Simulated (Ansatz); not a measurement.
**CH4ClFOSi: one species, many methods**

One table from this session's results is given with a row withheld; the runs are named, their logs left out.

The runs use Ansatz 0.2.0, Gaussian basis; functionals in def2-TZVPP, the program's frozen cores in correlated methods.

Plan: LDA (SPW92), PBE-D4, revPBE-D4, BLYP-D4, r2SCAN-D4, B97M-V, PBE0-D4, B3LYP-D4, r2SCANh-D4, r2SCAN0-D4, HSE06-D4, BHLYP-D4, CAM-B3LYP-D4, LC-ωPBE, ωB97X-V, ωB97M-V, B2PLYP, PBE-QIDH; CCSD(T)/def2-SVP; CCSD(T)/def2-TZVPP; MP2/def2-QZVPP; extrapolation to the limit; RPA on PBE.

## The relaxed structure

An earlier PBE0-D4 in a triple-zeta def2 set relaxation fixed the geometry.

SMILES `OC(F)([SiH3])Cl`, 9 atoms, charge 0, spin multiplicity 1.

Atoms are counted from 1 here; the program's logs count them from 0.

Bond lengths: O1–C2 1.352 Å, O1–H6 0.967 Å, C2–F3 1.371 Å, C2–Si4 1.920 Å, C2–Cl5 1.817 Å, Si4–H7 1.480 Å, Si4–H8 1.483 Å, Si4–H9 1.480 Å. Angles: C2–O1–H6 109.6°, O1–C2–F3 110.1°, O1–C2–Si4 111.2°, O1–C2–Cl5 110.9°, F3–C2–Si4 110.9°, F3–C2–Cl5 105.2°, Si4–C2–Cl5 108.4°, C2–Si4–H7 107.1°, C2–Si4–H8 107.9°, C2–Si4–H9 107.8°, H7–Si4–H8 111.1°, H7–Si4–H9 111.6°, H8–Si4–H9 111.2°.

The first run:

in.yaml

```yaml
crystal:
  periodic: [false, false, false]
  atoms:
    - {symbol: O, position_ang: [-0.860832, 0.029986, 1.389123]}
    - {symbol: C, position_ang: [-0.609848, 0.257790, 0.080816]}
    - {symbol: F, position_ang: [-1.639993, -0.219880, -0.687337]}
    - {symbol: Si, position_ang: [1.061865, -0.523839, -0.450596]}
    - {symbol: Cl, position_ang: [-0.544174, 2.040255, -0.266627]}
    - {symbol: H, position_ang: [-1.669499, 0.492183, 1.650034]}
    - {symbol: H, position_ang: [1.230760, -0.250641, -1.894940]}
    - {symbol: H, position_ang: [0.988164, -1.981606, -0.188946]}
    - {symbol: H, position_ang: [2.132156, 0.109554, 0.351375]}
basis:
  gaussian: {orbitals: def2-TZVPP}
hamiltonian: {xc: lda}
output: {orbitals: {seedname: orbitals}}
```

Launch:

```console
$ ansatz run in.yaml --threads 4 --pin off --events-out ev --progress --plain --max-ram 10444MiB
```

Steps of the session up to this table: LDA; PBE-D4 (GGA); revPBE-D4 (GGA); BLYP-D4 (GGA); r2SCAN-D4 (meta-GGA); B97M-V (meta-GGA); PBE0-D4 (hybrid); B3LYP-D4 (hybrid); r2SCANh-D4 (hybrid); r2SCAN0-D4 (hybrid); HSE06-D4 (hybrid); BHLYP-D4 (hybrid); CAM-B3LYP-D4 (range-separated); LC-ωPBE (range-separated); ωB97X-V (range-separated); ωB97M-V (range-separated); B2PLYP (double hybrid); PBE-QIDH (double hybrid).

One table of the session follows, with a row left open; its other results are not shown here.

It belongs to the step «Frontier levels by functional». 

```
  functional  HOMO (eV)  gap (eV)
 LDA (SPW92)      -7.54      6.22
      PBE-D4      -7.40      6.31
   revPBE-D4          ?         ?
     BLYP-D4      -7.28      6.30
   r2SCAN-D4      -7.72      6.91
      B97M-V      -7.86      6.95
     PBE0-D4      -8.78      8.68
    B3LYP-D4      -8.55      8.20
  r2SCANh-D4      -8.23      7.78
  r2SCAN0-D4      -8.99      9.07
    HSE06-D4      -8.37      7.89
    BHLYP-D4     -10.07     10.92
CAM-B3LYP-D4     -10.18     11.13
     LC-ωPBE     -11.52     13.68
     ωB97X-V     -11.17     13.19
     ωB97M-V     -11.01     12.75
```

Q: Estimate the row for revPBE-D4 from the others.

As computed: HOMO (eV): -7.34; gap (eV): 6.35. In the column «HOMO (eV)» it lies between PBE-D4 (-7.40) and BLYP-D4 (-7.28).
